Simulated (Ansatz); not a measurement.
# CH2Br radical: how energies converge with the basis set

One table from this session's results is given with a row withheld; the runs are named, their logs left out.

Method: one geometry, several basis sets; program: Ansatz 0.2.0, Gaussian basis.

Levels to be run: PBE0-D4/def2-SVP; ωB97M-V/def2-SVP; PBE0-D4/def2-QZVPP; ωB97M-V/def2-QZVPP; the functionals' def2-TZVPP values are taken from earlier runs.

## The relaxed structure

All runs share one geometry, relaxed beforehand with PBE0-D4 in a triple-zeta def2 set.

4 atoms, charge 0, spin multiplicity 2.

Atoms are counted from 1 here; the program's logs count them from 0.

Bond lengths: C1–Br2 1.840 Å, C1–H3 1.078 Å, C1–H4 1.078 Å. Angles: Br2–C1–H3 117.8°, Br2–C1–H4 117.8°, H3–C1–H4 124.3°.

Set-up of the first run:

in.yaml reads:

```yaml
crystal:
  periodic: [false, false, false]
  atoms:
    - {symbol: C, position_ang: [-0.007985, -0.192191, -0.112533]}
    - {symbol: Br, position_ang: [0.183529, 1.372533, 0.837134]}
    - {symbol: H, position_ang: [-0.352407, -0.123759, -1.131609]}
    - {symbol: H, position_ang: [0.232463, -1.116783, 0.386606]}
basis:
  gaussian: {orbitals: def2-SVP}
magnetization: {spin_polarized: true, initial_magnetization: 1}
hamiltonian: {xc: pbe0, dispersion: d4}
output: {orbitals: {seedname: orbitals}}
```

Launch:

```sh
ansatz run in.yaml --threads 2 --pin off --events-out ev --progress --plain --max-ram 32768MiB --backend cpu
```

Steps of the session up to this table: PBE0-D4 in def2-SVP; ωB97M-V in def2-SVP; PBE0-D4 in def2-QZVPP; ωB97M-V in def2-QZVPP.

One table of the session follows, with a row left open; its other results are not shown here.

It belongs to the step «Functionals by basis». 

```
functional       basis  HOMO (eV)  LUMO (eV)
   PBE0-D4    def2-SVP          ?          ?
   PBE0-D4  def2-TZVPP      -6.32      -1.90
   PBE0-D4  def2-QZVPP      -6.34      -1.94
   ωB97M-V    def2-SVP      -8.26       0.33
   ωB97M-V  def2-TZVPP      -8.36      -0.02
   ωB97M-V  def2-QZVPP      -8.38      -0.11
```

Q: Estimate the row for PBE0-D4, def2-SVP from the others.

**Answer.** HOMO (eV): -6.23; LUMO (eV): -1.68. In the column «HOMO (eV)» it is the highest.
